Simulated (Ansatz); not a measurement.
# BrCl2H2NSi: the cost of one run

Program: the Python package of Ansatz 0.2.0. Level of theory: CAM-B3LYP/def2-SVP. These are calculated values, not measurements.

## (1) Starting point

Bond lengths: N1–Si2 1.673 Å, Si2–Cl3 2.008 Å, Si2–Cl4 1.963 Å, Si2–Br5 2.206 Å, N1–H6 1.000 Å, N1–H7 1.066 Å. Angles: N1–Si2–Cl3 108.5°, N1–Si2–Cl4 112.7°, N1–Si2–Br5 107.9°, Cl3–Si2–Cl4 106.5°, Cl3–Si2–Br5 111.0°, Cl4–Si2–Br5 110.3°, Si2–N1–H6 111.5°, Si2–N1–H7 106.4°, H6–N1–H7 101.1°.

The script holds or builds the structure itself.

## (2) Script

brcl2h2nsi.py

```python
# -*- coding: utf-8 -*-
"""Rigid torsion scan of BrCl2H2NSi."""

import warnings

import ansatz as az
from ase import Atoms

BASIS_SET = "def2-SVP"
FUNCTIONAL = "CAM-B3LYP"
FMAX = 0.02

warnings.simplefilter("ignore", az.DeckWarning)

atoms = Atoms(["N", "Si", "Cl", "Cl", "Br", "H", "H"], positions=[
    (-0.231, 0.4026, 1.064),
    (0.0298, -0.4213, -0.3688),
    (1.3384, -1.9049, -0.0216),
    (-1.599, -1.2679, -1.065),
    (0.8353, 1.0139, -1.8384),
    (0.5841, 0.9062, 1.3503),
    (-0.8963, 1.2034, 0.8338),
])

# relax first, so that the scan starts from a minimum
first = az.Crystal.molecule_from_ase(atoms).calculation()
first = first.basis(gaussian=BASIS_SET).functional(FUNCTIONAL)
first = first.relax(force_tolerance=FMAX, max_steps=80)
atoms.positions = first.run().report["positions_ang"]

start = atoms.get_dihedral(2, 1, 0, 5)
energies = {}
for turn in range(0, 360, 30):
    turned = atoms.copy()
    turned.set_dihedral(2, 1, 0, 5, start + turn, indices=[0, 5, 6])
    setup = (
        az.Crystal.molecule_from_ase(turned).calculation()
        .basis(gaussian=BASIS_SET)
        .functional(FUNCTIONAL)
    )
    energies[round((start + turn) % 360)] = setup.run().report["free_energy_ev"]
floor = min(energies.values())
print("dihedral Cl2-Si1-N0-H5 (deg)   E - E(min) (eV)")
for angle, e in sorted(energies.items()):
    print(f"{angle:8d} {(e - floor):14.3f}  " + "#" * int(30 * (e - floor) / max(max(energies.values()) - floor, 1e-9)))
```

## (3) The input behind the calls

The package turns the script's settings into the engine's input (first run):

```yaml
crystal:
  periodic: [false, false, false]
  atoms:
    - { symbol: "N", position_ang: [-0.231, 0.4026, 1.064] }
    - { symbol: Si, position_ang: [0.0298, -0.4213, -0.3688] }
    - { symbol: Cl, position_ang: [1.3384, -1.9049, -0.0216] }
    - { symbol: Cl, position_ang: [-1.599, -1.2679, -1.065] }
    - { symbol: Br, position_ang: [0.8353, 1.0139, -1.8384] }
    - { symbol: H, position_ang: [0.5841, 0.9062, 1.3503] }
    - { symbol: H, position_ang: [-0.8963, 1.2034, 0.8338] }
basis:
  gaussian:
    orbitals: def2-SVP
hamiltonian:
  xc: cam_b3lyp
relax:
  f_tol: 0.02
  max_steps: 80
```

## (4) The run

Command:

```
$ python brcl2h2nsi.py
```

Q: Estimate wall time and peak memory on 1 thread of Arm Neoverse V1, shared host.

About 2.3 min, with a peak of 0.42 GiB.
